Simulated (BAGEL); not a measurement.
# One shape, several levels: CH2BClO2 (SMILES OB1OC1Cl)

Wanted: a comparison of 3 runs (HF/3-21G, HF/6-31G*, HF/cc-pVDZ) of CH2BClO2. 

Program for the calculation: BAGEL 1.2.2.

### 1 The system as given

CH2BClO2 has 7 atoms, charge 0, and is taken as a singlet. As SMILES, `OB1OC1Cl`. The C4–H7 distance was set to 1.950 Å, away from the relaxed value. At this shape a bond of the SMILES string is far longer than usual.

Bond lengths: O1–B2 1.333 Å, B2–O3 1.346 Å, B2–C4 1.501 Å, O3–C4 1.482 Å, C4–Cl5 1.751 Å, O1–H6 0.963 Å. Angles: O1–B2–O3 141.1°, O1–B2–C4 156.4°, O3–B2–C4 62.5°, B2–O3–C4 63.9°, B2–C4–O3 53.6°, B2–C4–Cl5 122.2°, O3–C4–Cl5 114.6°, B2–O1–H6 114.1°.

### 2 The energy at HF/3-21G (density fitting with qzvpp-jkfit) (run 1)

The input, hf.json:

```json
{ "bagel": [

{
  "title": "molecule",
  "basis": "3-21g",
  "df_basis": "qzvpp-jkfit",
  "angstrom": true,
  "geometry": [
    { "atom": "O", "xyz": [      -1.883056,       0.378184,       1.420323 ] },
    { "atom": "B", "xyz": [      -1.105056,       0.184184,       0.355523 ] },
    { "atom": "O", "xyz": [      -0.977656,      -0.619216,      -0.717077 ] },
    { "atom": "C", "xyz": [       0.019144,       0.471484,      -0.597077 ] },
    { "atom": "Cl", "xyz": [      -0.098256,       1.706784,      -1.831877 ] },
    { "atom": "H", "xyz": [      -2.624956,      -0.232216,       1.481923 ] },
    { "atom": "H", "xyz": [       1.849700,      -0.190900,      -0.477200 ] }
  ]
},

{
  "title": "hf",
  "charge": 0
},

{
  "title": "print",
  "file": "orbitals.molden",
  "orbitals": true
}

]}
```

Launch:

```console
$ BAGEL_NUM_THREADS=1 BAGEL hf.json > hf.out
```

Standard output:

```text
* using 1 threads per process

  ===============================================================
  ===============================================================

  *** Geometry ***

  { "atom" : "O", "xyz" : [     -3.558460,      0.714664,      2.684021 ] },
  { "atom" : "B", "xyz" : [     -2.088253,      0.348057,      0.671841 ] },
  { "atom" : "O", "xyz" : [     -1.847502,     -1.170149,     -1.355079 ] },
  { "atom" : "C", "xyz" : [      0.036177,      0.890976,     -1.128312 ] },
  { "atom" : "Cl", "xyz" : [     -0.185677,      3.225354,     -3.461746 ] },
  { "atom" : "H", "xyz" : [     -4.960448,     -0.438825,      2.800429 ] },
  { "atom" : "H", "xyz" : [      3.495426,     -0.360749,     -0.901777 ] },

  Number of auxiliary basis functions:      468

  Since a DF basis is specified, we compute 2- and 3-index integrals:
    o Being stored without compression. Storage requirement is 0.011 GB

  Number of basis functions:       53
  Number of electrons      :       46

    * METHOD: MOLECULE                             0.26

  *** RHF ***

  === Nuclear Repulsion ===
   191.3677139920

      * DIIS with orbital gradients will be used.

  === RHF iteration (3-21g) ===
      0       -669.24576074          0.02797203           0.06
      1       -669.35535246          0.02006971           0.06
      2       -669.42244262          0.00226935           0.05
      3       -669.42482878          0.00128514           0.05
      4       -669.42535280          0.00031307           0.06
      5       -669.42544128          0.00011061           0.05
      6       -669.42545083          0.00005700           0.05
      7       -669.42545301          0.00001647           0.05
      8       -669.42545318          0.00000792           0.05
      9       -669.42545321          0.00000364           0.05
     10       -669.42545321          0.00000171           0.05
     11       -669.42545321          0.00000052           0.06
     12       -669.42545321          0.00000025           0.06
     13       -669.42545321          0.00000012           0.05
     14       -669.42545321          0.00000005           0.05
     15       -669.42545321          0.00000003           0.05
     16       -669.42545321          0.00000001           0.05
     17       -669.42545321          0.00000001           0.05
    * SCF iteration converged.

    * Permanent dipole moment:
           (    0.577206,     0.435479,    -0.836379) a.u.

    * METHOD: HF                                   1.18

    * METHOD: PRINT                                0.01

  ===============================================================
```

Run time: 1.6 s. Hardware: 1 thread of Arm Neoverse N1, shared host; peak memory 0.084 GiB.

### 3 A single-point energy at HF/6-31G(d) (density fitting with qzvpp-jkfit, spherical functions) (run 2)

The input, input.json:

```json
{ "bagel": [

{
  "title": "molecule",
  "basis": "6-31gs.json",
  "df_basis": "qzvpp-jkfit",
  "angstrom": "true",
  "geometry": [
    { "atom": "O", "xyz": [      -1.883056,       0.378184,       1.420323 ] },
    { "atom": "B", "xyz": [      -1.105056,       0.184184,       0.355523 ] },
    { "atom": "O", "xyz": [      -0.977656,      -0.619216,      -0.717077 ] },
    { "atom": "C", "xyz": [       0.019144,       0.471484,      -0.597077 ] },
    { "atom": "Cl", "xyz": [      -0.098256,       1.706784,      -1.831877 ] },
    { "atom": "H", "xyz": [      -2.624956,      -0.232216,       1.481923 ] },
    { "atom": "H", "xyz": [       1.849700,      -0.190900,      -0.477200 ] }
  ]
},

{ "title": "hf" },

{ "title": "print", "file": "orbitals.molden", "orbitals": "true" }

]}
```

The basis set 6-31G* is read from a file made from the Basis Set Exchange's data (not shown).

Launch:

```console
$ BAGEL_NUM_THREADS=1 BAGEL input.json > input.out
```

Standard output:

```text
* using 1 threads per process

  ===============================================================
  ===============================================================

  *** Geometry ***

  { "atom" : "O", "xyz" : [     -3.558460,      0.714664,      2.684021 ] },
  { "atom" : "B", "xyz" : [     -2.088253,      0.348057,      0.671841 ] },
  { "atom" : "O", "xyz" : [     -1.847502,     -1.170149,     -1.355079 ] },
  { "atom" : "C", "xyz" : [      0.036177,      0.890976,     -1.128312 ] },
  { "atom" : "Cl", "xyz" : [     -0.185677,      3.225354,     -3.461746 ] },
  { "atom" : "H", "xyz" : [     -4.960448,     -0.438825,      2.800429 ] },
  { "atom" : "H", "xyz" : [      3.495426,     -0.360749,     -0.901777 ] },

  Number of auxiliary basis functions:      468

  Since a DF basis is specified, we compute 2- and 3-index integrals:
    o Being stored without compression. Storage requirement is 0.023 GB

  Number of basis functions:       78
  Number of electrons      :       46

    * METHOD: MOLECULE                             0.36

  *** RHF ***

  === Nuclear Repulsion ===
   191.3677139920

      * DIIS with orbital gradients will be used.

  === RHF iteration (6-31gs.json) ===
      0       -672.54286472          0.02327853           0.09
      1       -672.68960378          0.01753527           0.08
      2       -672.79971298          0.00229808           0.08
      3       -672.80323778          0.00121384           0.08
      4       -672.80408281          0.00027376           0.08
      5       -672.80419592          0.00010035           0.08
      6       -672.80421256          0.00004371           0.08
      7       -672.80421500          0.00001447           0.08
      8       -672.80421523          0.00000645           0.08
      9       -672.80421527          0.00000285           0.08
     10       -672.80421528          0.00000150           0.08
     11       -672.80421528          0.00000046           0.08
     12       -672.80421528          0.00000019           0.08
     13       -672.80421528          0.00000010           0.08
     14       -672.80421528          0.00000004           0.08
     15       -672.80421528          0.00000002           0.08
     16       -672.80421528          0.00000001           0.08
     17       -672.80421528          0.00000001           0.08
    * SCF iteration converged.

    * Permanent dipole moment:
           (    0.660117,     0.318100,    -0.706553) a.u.

    * METHOD: HF                                   1.77

    * METHOD: PRINT                                0.02

  ===============================================================
```

Wall time 2.3 s (1 thread of Arm Neoverse N1, shared host); peak memory 0.11 GiB.

### 4 The energy at HF/cc-pVDZ (density fitting with qzvpp-jkfit) (run 3)

The input, input.json:

```json
{ "bagel" : [

{
  "title" : "molecule",
  "basis" : "cc-pvdz.json",
  "df_basis" : "qzvpp-jkfit",
  "angstrom" : true,
  "geometry" : [
    { "atom" : "O", "xyz" : [      -1.883056,       0.378184,       1.420323 ] },
    { "atom" : "B", "xyz" : [      -1.105056,       0.184184,       0.355523 ] },
    { "atom" : "O", "xyz" : [      -0.977656,      -0.619216,      -0.717077 ] },
    { "atom" : "C", "xyz" : [       0.019144,       0.471484,      -0.597077 ] },
    { "atom" : "Cl", "xyz" : [      -0.098256,       1.706784,      -1.831877 ] },
    { "atom" : "H", "xyz" : [      -2.624956,      -0.232216,       1.481923 ] },
    { "atom" : "H", "xyz" : [       1.849700,      -0.190900,      -0.477200 ] }
  ]
},

{
  "title" : "hf"
},

{
  "title" : "print",
  "file" : "orbitals.molden",
  "orbitals" : true
}

]}
```

The basis set cc-pVDZ is read from a file made from the Basis Set Exchange's data (not shown).

Launch:

```console
$ BAGEL_NUM_THREADS=1 BAGEL input.json > input.out
```

Standard output:

```text
* using 1 threads per process

  ===============================================================
  ===============================================================

  *** Geometry ***

  { "atom" : "O", "xyz" : [     -3.558460,      0.714664,      2.684021 ] },
  { "atom" : "B", "xyz" : [     -2.088253,      0.348057,      0.671841 ] },
  { "atom" : "O", "xyz" : [     -1.847502,     -1.170149,     -1.355079 ] },
  { "atom" : "C", "xyz" : [      0.036177,      0.890976,     -1.128312 ] },
  { "atom" : "Cl", "xyz" : [     -0.185677,      3.225354,     -3.461746 ] },
  { "atom" : "H", "xyz" : [     -4.960448,     -0.438825,      2.800429 ] },
  { "atom" : "H", "xyz" : [      3.495426,     -0.360749,     -0.901777 ] },

  Number of auxiliary basis functions:      468

  Since a DF basis is specified, we compute 2- and 3-index integrals:
    o Being stored without compression. Storage requirement is 0.026 GB

  Number of basis functions:       84
  Number of electrons      :       46

    * METHOD: MOLECULE                             0.35

  *** RHF ***

  === Nuclear Repulsion ===
   191.3677139920

      * DIIS with orbital gradients will be used.

  === RHF iteration (cc-pvdz.json) ===
      0       -672.56572877          0.01757306           0.10
      1       -672.72633913          0.01413425           0.09
      2       -672.84485106          0.00198727           0.09
      3       -672.84847366          0.00111948           0.09
      4       -672.84947788          0.00023213           0.09
      5       -672.84958867          0.00009305           0.10
      6       -672.84960709          0.00003868           0.09
      7       -672.84961016          0.00001186           0.09
      8       -672.84961040          0.00000635           0.09
      9       -672.84961046          0.00000236           0.09
     10       -672.84961047          0.00000108           0.09
     11       -672.84961047          0.00000046           0.09
     12       -672.84961047          0.00000019           0.09
     13       -672.84961047          0.00000009           0.09
     14       -672.84961047          0.00000004           0.09
     15       -672.84961047          0.00000002           0.09
     16       -672.84961047          0.00000001           0.09
    * SCF iteration converged.

    * Permanent dipole moment:
           (    0.664450,     0.290948,    -0.694535) a.u.

    * METHOD: HF                                   1.84

    * METHOD: PRINT                                0.02

  ===============================================================
```

It took 2.4 s on 1 thread of Arm Neoverse N1, shared host; peak memory 0.12 GiB.

### 5 The series

```tsv
run	level	energy (Eh)	dipole moment (D)	HOMO energy (eV)	LUMO energy (eV)	wall time
1	HF/3-21G (density fitting with qzvpp-jkfit)	-669.425453	2.81	-10.31	1.45	1.6 s
2	HF/6-31G* (density fitting with qzvpp-jkfit, spherical functions)	-672.804215	2.59	-10.20	1.40	2.3 s
3	HF/cc-pVDZ (density fitting with qzvpp-jkfit)	-672.849610	2.55	-10.22	1.20	2.4 s
```

### 6 Outcome

| quantity | value |
| --- | --- |
| run 3: total energy | -672.84961 Eh |
| run 3: dipole moment | 2.55 D |
| run 3: HOMO energy | -10.22 eV |
| run 3: LUMO energy | 1.20 eV |
| run 3: HOMO–LUMO gap | 11.42 eV |

The dipole moment (its size) runs from 2.55 D (HF/cc-pVDZ) to 2.81 D (HF/3-21G). The HOMO–LUMO gap runs from 11.42 eV (HF/cc-pVDZ) to 11.76 eV (HF/3-21G). In all runs a closed-shell determinant meets a far-stretched bond; if it breaks into open shells, such a determinant describes it badly, and no broken-symmetry solution was shown. All runs together took 6.3 s, the longest 2.4 s.
